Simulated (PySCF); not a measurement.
# BeS at other levels of theory

What do other methods print for BeS?

The runs use PySCF 2.14.0; each script names its method and basis.

1 further run of the same task is left out (it didn't finish).

**1. The starting structure**

BeS: 2 atoms, charge 0, spin multiplicity 1.

Bond lengths: Be1–S2 1.809 Å.

**2. The base run**

input.py

```python
from pyscf import gto, dft, tdscf

mol = gto.M(
    atom='Be 0 0 0; S 0 0 1.809',
    basis='lanl2dz',
    ecp={'S': 'lanl2dz'},
    charge=0,
    spin=0,
    verbose=3,
)
mf = dft.RKS(mol, xc='wb97x')
mf.kernel()
td = tdscf.TDA(mf)
td.nstates = 5
td.kernel()
td.analyze(verbose=3)
mf.dip_moment()
print('orbital energies (hartree):', mf.mo_energy[..., max(0, mol.nelec[1]-3):mol.nelec[0]+3].round(4))
```

Run with:

```bash
$ OMP_NUM_THREADS=1 python input.py
```

The log of this run is left out.

In short: E(SCF) = -24.794727 Eh, μ = 6.13 D, excitations 1.67, 1.67, 3.79, 4.58, 4.79 eV.

The bond length is a typed value, not an optimised one.

**3. Stability test**

Edit 1 changes step after the SCF: tda → stability.

input.py

```python
from pyscf import gto, dft

mol = gto.M(
    atom='Be 0 0 0; S 0 0 1.809',
    basis='lanl2dz',
    ecp={'S': 'lanl2dz'},
    charge=0,
    spin=0,
    verbose=3,
)
mf = dft.RKS(mol, xc='wb97x')
mf.kernel()
mf.stability(internal=True, external=True)
mf.dip_moment()
print('orbital energies (hartree):', mf.mo_energy[..., max(0, mol.nelec[1]-3):mol.nelec[0]+3].round(4))
```

Run with:

```bash
$ OMP_NUM_THREADS=1 python input.py
```

**4. CCSD (RHF)**

Edit 2 changes step after the SCF: tda → ccsd; SCF type: RKS → RHF; functional: wb97x → none (Hartree–Fock).

input.py

```python
from pyscf import gto, scf, cc

mol = gto.M(
    atom='Be 0 0 0; S 0 0 1.809',
    basis='lanl2dz',
    ecp={'S': 'lanl2dz'},
    charge=0,
    spin=0,
    verbose=3,
)
mf = scf.RHF(mol)
mf.kernel()
mycc = cc.CCSD(mf)
mycc.kernel()
mf.dip_moment()
print('orbital energies (hartree):', mf.mo_energy[..., max(0, mol.nelec[1]-3):mol.nelec[0]+3].round(4))
```

**5. EOM-EE (RHF)**

Edit 3 changes step after the SCF: tda → eomee; SCF type: RKS → RHF; functional: wb97x → none (Hartree–Fock); number of roots: 5 → 8.

input.py

```python
from pyscf import gto, scf, cc

mol = gto.M(
    atom='Be 0 0 0; S 0 0 1.809',
    basis='lanl2dz',
    ecp={'S': 'lanl2dz'},
    charge=0,
    spin=0,
    verbose=3,
)
mf = scf.RHF(mol)
mf.kernel()
mycc = cc.CCSD(mf)
mycc.kernel()
e = mycc.eeccsd(nroots=8)[0]
print('roots (eV) =', (e*27.211386).round(3))
mf.dip_moment()
print('orbital energies (hartree):', mf.mo_energy[..., max(0, mol.nelec[1]-3):mol.nelec[0]+3].round(4))
```

**6. Pw6b95**

Edit 4 changes functional: wb97x → pw6b95.

Edit input.py of step 2 so:

```diff
@@ -10,3 +10,3 @@
 )
-mf = dft.RKS(mol, xc='wb97x')
+mf = dft.RKS(mol, xc='pw6b95')
 mf.kernel()
```

Q: Predict the outcome of this session. Wanted: for each run, E(SCF); from base; SCF dipole; after the SCF.

**Answer**, as computed:

```csv
run,E(SCF) (hartree),from base (eV),SCF dipole (D),after the SCF
base,-24.794727,0,6.13,lowest root found 1.67 eV
stability test,-24.794727,0.0000,6.13,stable
CCSD (RHF),-24.482587,not comparable,6.73,CCSD correlation -2.369 eV
EOM-EE (RHF),-24.482587,not comparable,6.73,"CCSD correlation -2.369 eV, first root 0.71 eV"
pw6b95,-24.825044,not comparable,5.28,lowest root found 1.17 eV
```

Total energies of different functionals can't be compared with each other; differences within one functional can.
